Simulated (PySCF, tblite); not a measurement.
**C6H12F2OSi: geometry, infrared bands and NMR shifts**

Wanted: the infrared bands and NMR shifts of C6H12F2OSi (`CC(C)O[Si@H](F)C/C=C/F`), by calculation.

The runs use tblite 0.8.0 and PySCF 2.14.0, with density-fitted response routines of our own; the level of theory stands in each step. All values are computed, except where a source is named. Atoms are numbered from 0 throughout.

**1. The molecule as given**

22 atoms, charge 0, multiplicity 1; geometry from: force field or distance geometry start.

Bonds of the start (Å): C0–C1 1.53, C1–C2 1.53, C1–O3 1.43, O3–Si4 1.65, Si4–F5 1.61, Si4–C6 1.88, C6–C7 1.52, C7–C8 1.33, C8–F9 1.34, C0–H10 1.11, C0–H11 1.09, C0–H12 1.08, C1–H13 1.09, C2–H14 1.10, C2–H15 1.11, C2–H16 1.09, Si4–H17 1.48, C6–H18 1.10, C6–H19 1.09, C7–H20 1.09, C8–H21 1.08.

**2. Geometry optimisation with GFN2-xTB**

Job settings and geometry (Å):

```
{"job": {"kind": "relax", "xc": "GFN2-xTB", "basis": "xTB"}, "charge": 0, "multiplicity": 1}
C     -2.639900    -1.420000     0.059300
C     -1.978200    -0.062400     0.276500
C     -2.310300     0.472500     1.673200
O     -0.557900    -0.234300     0.224400
Si     0.288400     0.299500    -1.089000
F     -0.461000    -0.254400    -2.407400
C      2.068500    -0.297800    -1.142700
C      2.917900     0.100800     0.046900
C      4.021000     0.835900    -0.044300
F      4.728100     1.151500     1.053300
H     -3.739800    -1.336200     0.137400
H     -2.302200    -2.161300     0.789200
H     -2.408200    -1.808700    -0.922100
H     -2.328200     0.649500    -0.467300
H     -1.827100     1.447400     1.838300
H     -3.401400     0.617600     1.795800
H     -1.966500    -0.196100     2.460800
H      0.232700     1.778400    -1.123700
H      2.058800    -1.392600    -1.190100
H      2.531800     0.055800    -2.063400
H      2.606300    -0.256000     1.029800
H      4.456700     1.263300    -0.935700
```

Run with:

```
OMP_NUM_THREADS=1 python probes_run.py task.json out
```

This one command runs all jobs of the session in turn.

**Question.** This job is followed by: GFN2-xTB harmonic vibrations, gas phase; GIAO PBE0/pcSseg-1 NMR shielding, non-relativistic, gas phase. What will the session give for the following? strongest single infrared mode (GFN2-xTB); zero-point energy (GFN2-xTB); 13C shifts against TMS (PBE0/pcSseg-1); 1H shifts against TMS (PBE0/pcSseg-1, means over atoms taken as alike); 17O shifts against H2O (PBE0/pcSseg-1); 29Si shifts against TMS (PBE0/pcSseg-1); 19F shifts against CFCl3 (PBE0/pcSseg-1).

As calculated:

```
                                                              quantity                                               value
                             strongest single infrared mode (GFN2-xTB)                               2335 cm⁻¹, 228 km/mol
                                          zero-point energy (GFN2-xTB)                                      106.6 kcal/mol
                                13C shifts against TMS (PBE0/pcSseg-1)            158.4, 111.0, 70.6, 28.0, 27.5, 17.7 ppm
1H shifts against TMS (PBE0/pcSseg-1, means over atoms taken as alike)  6.77, 5.56, 4.83, 4.27, 1.75, 1.39, 1.31, 1.25 ppm
                                17O shifts against H2O (PBE0/pcSseg-1)                                            98.1 ppm
                               29Si shifts against TMS (PBE0/pcSseg-1)                                           -21.3 ppm
                              19F shifts against CFCl3 (PBE0/pcSseg-1)                                  -123.0, -155.2 ppm
```

The optimisation took 116 steps and gained 0.201 eV; among the close pairs (by a distance rule), O3–Si4 changed most, from 1.651 to 1.600 Å. The lowest mode is imaginary (23i cm⁻¹), so the xTB geometry is not a minimum. The strongest single mode, at 2335 cm⁻¹, moves mainly H17. Unscaled tight-binding wavenumbers are off by several per cent, some by more. Its intensities can rank the bands wrongly. At PBE0/pcSseg-1: The widest tensor belongs to C7: span 186 ppm, with a paramagnetic part of -181 ppm.
